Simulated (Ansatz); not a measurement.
# MnNi3: the cost of one run

Method: DFT r2SCAN, scalar-relativistic, plane waves, PAW, in Ansatz 0.2.0.

### 1 The structure to begin with

Symmetry: Pm-3m, No. 221, cubic system. Conventional cell: a = 3.593 Å, b = 3.593 Å, c = 3.593 Å, α = 90.00°, β = 90.00°, γ = 90.00°. Mn (site symmetry m-3m) is surrounded by 12 Ni at 2.54 Å. Ni (site symmetry 4/mmm) has 4 Mn at 2.54 Å and 8 Ni at 2.54 Å as nearest neighbours.

Coordinates:

```
CELL_PARAMETERS angstrom
3.59300 0.00000 0.00000
0.00000 3.59300 0.00000
0.00000 0.00000 3.59300
ATOMIC_POSITIONS crystal
Mn 0.00000 0.00000 0.00000
Ni 0.00000 0.50000 0.50000
Ni 0.50000 0.00000 0.50000
Ni 0.50000 0.50000 0.00000
```

The structure comes from the Crystallography Open Database.

(A quick probe on a coarse mesh, which set the mesh and smearing, is not shown.)

### 3 Full relaxation

input.yaml reads:

```yaml
crystal:
  lattice:
    - [3.593, 0.0, 0.0]
    - [0.0, 3.593, 0.0]
    - [0.0, 0.0, 3.593]
  atoms:
    - { symbol: Mn, position: [0.0, 0.0, 0.0], spin: 3.99 }
    - { symbol: Ni, position: [0.0, 0.5, 0.5], spin: 0.88 }
    - { symbol: Ni, position: [0.5, 0.0, 0.5], spin: 0.88 }
    - { symbol: Ni, position: [0.5, 0.5, 0.0], spin: 0.88 }
basis:
  ecutwfc: 500
kpoints:
  mp_grid: { grid: [12, 12, 12] }
hamiltonian:
  xc: r2scan
scf:
  occupations: { method: gaussian, width: 0.1 }
output:
  forces: true
  stress: true
  eigenvalues: true
  populations: true
  write_density: true
  write_potential: true
  elf: true
  volumetric_format: npy
magnetization:
  spin_polarized: true
relax:
  adjacent_minimum: "off"
  f_tol: 0.005
  max_steps: 80
  cell: { stress_tol: 0.05 }
```

Started as:

```
$ ansatz run input.yaml --threads 1 --pin off --max-ram 2560MiB --backend cpu --events-out ev --progress --plain --runs-dir out
```

**Question.** How long does this run take on 1 thread of Arm Neoverse V1, shared host, and how much memory does it need?

About 9.7 min, with a peak of 0.69 GiB.
